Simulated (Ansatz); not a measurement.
# CdSb3O: the cost of one run

Computed with Ansatz 0.2.0 (DFT PBE, scalar-relativistic, plane waves, PAW, unless a step's input says otherwise).

### 1 The system as given

The structure is cubic, space group Pm-3m (No. 221). Conventional cell: a = 5.074 Å, b = 5.074 Å, c = 5.074 Å, α = 90.00°, β = 90.00°, γ = 90.00°. Cd (site symmetry m-3m) has 6 Sb at 2.54 Å as nearest neighbours. Sb (site symmetry 4/mmm) has 2 Cd at 2.54 Å and 8 Sb at 3.59 Å and 4 O at 3.59 Å as nearest neighbours. O (site symmetry m-3m) is surrounded by 12 Sb at 3.59 Å.

Coordinates:

```
Cd Sb O
1.0
     5.07395    0.00000    0.00000
     0.00000    5.07395    0.00000
     0.00000    0.00000    5.07395
Cd Sb O
1 3 1
Direct
  0.50000 0.50000 0.50000
  0.00000 0.50000 0.50000
  0.50000 0.00000 0.50000
  0.50000 0.50000 0.00000
  0.00000 0.00000 0.00000
```

The cell is invented: species swapped into a database cell of RbPbF3 (Pm-3m, No. 221), with O on the Rb sites, Cd on the Pb sites and Sb on the F sites. Its size is a rough estimate.

### 2 Probe: one point on a coarse mesh

input.yaml reads:

```yaml
crystal:
  lattice:
    - [5.07395106, 0.0, 0.0]
    - [0.0, 5.07395106, 0.0]
    - [0.0, 0.0, 5.07395106]
  atoms:
    - { symbol: Cd, position: [0.5, 0.5, 0.5] }
    - { symbol: Sb, position: [0.0, 0.5, 0.5] }
    - { symbol: Sb, position: [0.5, 0.0, 0.5] }
    - { symbol: Sb, position: [0.5, 0.5, 0.0] }
    - { symbol: O, position: [0.0, 0.0, 0.0] }
basis:
  ecutwfc: 420
kpoints:
  mp_grid: { grid: [4, 4, 4] }
hamiltonian:
  xc: pbe
scf:
  occupations: { method: gaussian, width: 0.1 }
  lower_state_search: "off"
output:
  forces: true
  stress: true
  eigenvalues: true
```

Launch:

```
$ ansatz run input.yaml --threads 1 --pin off --max-ram 2560MiB --backend cpu --events-out ev --progress --plain --runs-dir out
```

What time and memory should one allow on 1 thread of Intel Xeon 6975P-C (Granite Rapids), shared host?

About 2 s, with a peak of 0.45 GiB.
